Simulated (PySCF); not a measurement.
# GaHF (SMILES [F][GaH]) at 3 levels

We compute a comparison of 3 runs (UHF-D3(BJ)/LANL08, UCCSD/pc-0, UCCSD/aug-cc-pVDZ) of GaHF. Input form: a Python script.

The calculation is run with PySCF 2.14.0.

4 further runs of the same task are left out: 1 that didn't finish, 3 set aside as unsound or not needed.

**1. The system as given**

GaHF: 3 atoms, total charge 0, spin state doublet. SMILES: `[F][GaH]`. The coordinates come from a PBE0-D4/def2-TZVP relaxation.

Bond lengths: F1–Ga2 1.767 Å, Ga2–H3 1.610 Å. Angles: F1–Ga2–H3 114.1°.

**2. The response to a field at UHF-D3(BJ)/LANL08 (core potential) (run 1)**

input.py reads:

```python
import numpy
from pyscf import gto, scf
from pyscf.prop.polarizability import uhf

mol = gto.Mole()
mol.atom = '''
F     -1.252000     0.451400    -0.644800
Ga     0.292400     0.469800     0.214100
H      0.948600    -0.985900     0.417400
'''
mol.basis = {'default': 'lanl08', 'F': '6-311g**', 'H': '6-311g**'}
mol.verbose = 3
mol.spin = 1
mol.max_memory = 1860
mol.ecp = {'Ga': 'lanl08'}
mol.build()

mf = scf.UHF(mol)
mf.disp = 'd3bj'
mf.DIIS = scf.EDIIS
mf.diis_space = 12
mf.level_shift = 0.2
mf.max_cycle = 100
mf.kernel()

e_tot = mf.e_tot
print('E = %.10f Eh' % e_tot)
pol = uhf.Polarizability(mf)
alpha = pol.polarizability()
print('isotropic polarizability %.4f bohr^3' % (numpy.trace(alpha) / 3))
alpha_w = pol.polarizability_with_freq(freq=0.0774)
beta = pol.hyper_polarizability()
```

Run with:

```sh
$ OMP_NUM_THREADS=1 python input.py
```

What it wrote:

```text
converged SCF energy = -102.033200751664  <S^2> = 0.76116456  2S+1 = 2.0111336
E = -102.0332007517 Eh
isotropic polarizability 24.2547 bohr^3
```

Wall time 1.9 s (1 thread of Arm Neoverse V2, shared host); peak memory 0.12 GiB.

**3. A single-point energy at UCCSD/pc-0 (Cartesian functions) (run 2)**

job.py reads:

```python
from pyscf import gto, scf, cc

mol = gto.M(
    atom=[
    ('F', (-1.252000, 0.451400, -0.644800)),
    ('Ga', (0.292400, 0.469800, 0.214100)),
    ('H', (0.948600, -0.985900, 0.417400)),
],
    basis='pc-0',
    verbose=4,
    symmetry=True,
    spin=1,
    max_memory=1860,
    cart=True,
)

mf = scf.UHF(mol)
mf.init_guess = 'atom'
mf.max_cycle = 100
mf.kernel()
if not mf.converged:
    mf = mf.newton().run(mf.mo_coeff, mf.mo_occ)

mycc = cc.CCSD(mf, frozen=10)
mycc.kernel()
e_tot = mycc.e_tot
print('Final energy', e_tot)
mf.analyze()
```

Run with:

```sh
$ OMP_NUM_THREADS=1 python job.py
```

What it wrote:

```text
PySCF version 2.14.0

[INPUT] num. atoms = 3
[INPUT] num. electrons = 41
[INPUT] charge = 0
[INPUT] spin (= nelec alpha-beta = 2S) = 1
[INPUT] symmetry True subgroup None
[INPUT] Mole.unit = angstrom
[INPUT] Cartesian GTO integrals (6d 10f)
[INPUT] Symbol           X                Y                Z      unit          X                Y                Z       unit  Magmom
[INPUT]  1 F     -1.252000000000   0.451400000000  -0.644800000000 AA   -2.365937107955   0.853022372629  -1.218495405120 Bohr   0.0
[INPUT]  2 Ga     0.292400000000   0.469800000000   0.214100000000 AA    0.552555918823   0.887793333321   0.404590363269 Bohr   0.0
[INPUT]  3 H      0.948600000000  -0.985900000000   0.417400000000 AA    1.792594201762  -1.863080986209   0.788771684393 Bohr   0.0

[... 84 lines left out ...]
Atomic HF for atom  Ga  converged. SCF energy = -1921.57335684822
[... 90 lines left out ...]
Nuclear Repulsion Energy =              95.413137277192078
[... 15 lines left out ...]
alpha MO #5 (A' #4), energy= -42.6340427549736 occ= 1
[... 8 lines left out ...]
alpha MO #14 (A" #4), energy= -1.29367998601998 occ= 1
[... 8 lines left out ...]
alpha MO #23 (A' #17), energy= 0.207868014488598 occ= 0
[... 8 lines left out ...]
alpha MO #32 (A' #24), energy= 5.48776553812255 occ= 0
[... 8 lines left out ...]
beta  MO #7 (A' #6), energy= -6.4935174578128 occ= 1
[... 8 lines left out ...]
beta  MO #16 (A' #12), energy= -1.2764795026631 occ= 1
[... 8 lines left out ...]
beta  MO #25 (A' #19), energy= 0.859205667565974 occ= 0
[... 8 lines left out ...]
beta  MO #34 (A' #26), energy= 829.740843333043 occ= 0
[... 11 lines left out ...]
Dipole moment(X, Y, Z, Debye):  2.34801,  0.99091,  1.41217
```

It took 1.4 s on 1 thread of Arm Neoverse V2, shared host; peak memory 0.12 GiB.

**4. A single-point energy at UCCSD/aug-cc-pVDZ (Cartesian functions) (run 3)**

calc.py reads:

```python
from pyscf import gto, scf, cc

system = gto.Mole()
system.atom = [
    ('F', (-1.252000, 0.451400, -0.644800)),
    ('Ga', (0.292400, 0.469800, 0.214100)),
    ('H', (0.948600, -0.985900, 0.417400)),
]
system.basis = 'aug-cc-pvdz'
system.symmetry = True
system.cart = True
system.max_memory = 1860
system.spin = 1
system.verbose = 4
system.build()

calc0 = scf.UHF(system)
calc0.max_cycle = 100
calc0.kernel()
if not calc0.converged:
    calc0 = calc0.newton().run(calc0.mo_coeff, calc0.mo_occ)

mycc = cc.CCSD(calc0, frozen=10)
mycc.kernel()
e_final = mycc.e_tot
print(f'total energy: {e_final:.8f} hartree')
dip = calc0.dip_moment()
pop, q = calc0.mulliken_pop()
```

Run with:

```sh
$ OMP_NUM_THREADS=1 python calc.py
```

What it wrote:

```text
PySCF version 2.14.0

[INPUT] num. atoms = 3
[INPUT] num. electrons = 41
[INPUT] charge = 0
[INPUT] spin (= nelec alpha-beta = 2S) = 1
[INPUT] symmetry True subgroup None
[INPUT] Mole.unit = angstrom
[INPUT] Cartesian GTO integrals (6d 10f)
[INPUT] Symbol           X                Y                Z      unit          X                Y                Z       unit  Magmom
[INPUT]  1 F     -1.252000000000   0.451400000000  -0.644800000000 AA   -2.365937107955   0.853022372629  -1.218495405120 Bohr   0.0
[INPUT]  2 Ga     0.292400000000   0.469800000000   0.214100000000 AA    0.552555918823   0.887793333321   0.404590363269 Bohr   0.0
[INPUT]  3 H      0.948600000000  -0.985900000000   0.417400000000 AA    1.792594201762  -1.863080986209   0.788771684393 Bohr   0.0

[... 36 lines left out ...]
WARN: alpha-A' HOMO -0.130695330623873 > system LUMO -0.130695330623873
[... 1 line left out ...]
WARN: beta-A' LUMO -0.130695330623873 < system HOMO -0.130695330623873
[... 50 lines left out ...]
converged SCF energy = -2023.26203115418  <S^2> = 0.76305081  2S+1 = 2.0130085
[... 12 lines left out ...]
Init t2, MP2 energy = -0.288163866747792
[... 16 lines left out ...]
UCCSD converged
[... 1 line left out ...]
total energy: -2023.56166766 hartree
Dipole moment(X, Y, Z, Debye):  2.19642,  0.34948,  1.25722
[... 9 lines left out ...]
charge of  2H =     -0.06576  (     0.67992      0.38584 )
```

It took 29 s on 1 thread of Arm Neoverse V2, shared host; peak memory 0.74 GiB.

**5. The series**

```
run                                    level            task  light atom basis   energy (Eh)  dipole moment (D) of the reference  HOMO energy (eV)  LUMO energy (eV)  wall time
  1       UHF-D3(BJ)/LANL08 (core potential)  polarizability          6-311g**   -102.033201                                3.12             -9.23              0.40      1.9 s
  2         UCCSD/pc-0 (Cartesian functions)          energy                 –  -2021.614093                                2.91             -8.87              0.76      1.4 s
  3  UCCSD/aug-cc-pVDZ (Cartesian functions)          energy                 –  -2023.561668                                2.55             -9.30              0.08       29 s
```

**6. What came out**

```
                                                         quantity           value
                                              run 3: total energy  -2023.56167 Eh
                      run 3: dipole moment (Hartree–Fock density)          2.55 D
run 3: HOMO energy (Hartree–Fock orbitals) (highest over α and β)        -9.30 eV
 run 3: LUMO energy (Hartree–Fock orbitals) (lowest over α and β)         0.08 eV
              run 3: correlation energy (10 core orbitals frozen)      -299.6 mEh
                         run 3: ⟨S²⟩ of the reference determinant           0.763
                                             run 3: T1 diagnostic           0.016
```

Some runs of one species differ in core potentials or relativity; totals across that change don't compare. All runs together took 32 s, the longest 29 s.
